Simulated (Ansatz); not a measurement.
# AlN2O2: the cost of one run

Method: DFT PBE, scalar-relativistic, plane waves, PAW, in Ansatz 0.2.0.

1 further run of the same task is left out (it didn't finish).

### 1 The starting structure

The structure is tetragonal, space group I4/mmm (No. 139). Conventional cell: a = 3.218 Å, b = 3.218 Å, c = 10.452 Å, α = 90.00°, β = 90.00°, γ = 90.00°. Al (site symmetry 4/mmm) is surrounded by 2 N at 1.37 Å. N (site symmetry 4mm) has 1 Al at 1.37 Å as nearest neighbours. O (site symmetry 4mm) is surrounded by 5 N at 2.21 to 2.29 Å.

As a file:

```cif
data_structure
_symmetry_space_group_name_H-M 'I4/mmm'
_symmetry_Int_Tables_number 139
_cell_length_a 3.2179
_cell_length_b 3.2179
_cell_length_c 10.4516
_cell_angle_alpha 90.000
_cell_angle_beta 90.000
_cell_angle_gamma 90.000
_cell_volume 108.23
loop_
_atom_site_label
_atom_site_type_symbol
_atom_site_symmetry_multiplicity
_atom_site_Wyckoff_symbol
_atom_site_fract_x
_atom_site_fract_y
_atom_site_fract_z
_atom_site_occupancy
Al1 Al 2 a 0.00000 0.00000 0.00000 1
N1 N 4 e 0.50000 0.50000 0.36860 1
O1 O 4 e 0.50000 0.50000 0.15740 1
```

The cell is invented: species swapped into a database cell of K2NiO2 (I4/mmm, No. 139), with O on the K sites, Al on the Ni sites and N on the O sites. The dimensions are guesses.

### 2 The guess as it stands, on a coarse mesh

The input, input.yaml:

```yaml
crystal:
  lattice:
    - [-1.60896765, 1.60896765, 5.22580702]
    - [1.60896765, -1.60896765, 5.22580702]
    - [1.60896765, 1.60896765, -5.22580702]
  atoms:
    - { symbol: Al, position: [0.0, 0.0, 0.0] }
    - { symbol: "N", position: [0.86860001, 0.86860001, 0.0] }
    - { symbol: "N", position: [0.13139999, 0.13139999, 0.0] }
    - { symbol: O, position: [0.65740001, 0.65740001, 0.0] }
    - { symbol: O, position: [0.34259999, 0.34259999, 0.0] }
basis:
  ecutwfc: 420
kpoints:
  mp_grid: { grid: [8, 8, 8] }
hamiltonian:
  xc: pbe
scf:
  occupations: { method: gaussian, width: 0.1 }
  lower_state_search: "off"
output:
  forces: true
  stress: true
  eigenvalues: true
```

Run with:

```bash
> ansatz run input.yaml --threads 1 --pin off --max-ram 2560MiB --backend cpu --events-out ev --progress --plain --runs-dir out
```

Q: Estimate wall time and peak memory on 1 thread of Intel Xeon 6975P-C (Granite Rapids), shared host.

About 1.8 s, with a peak of 0.4 GiB.
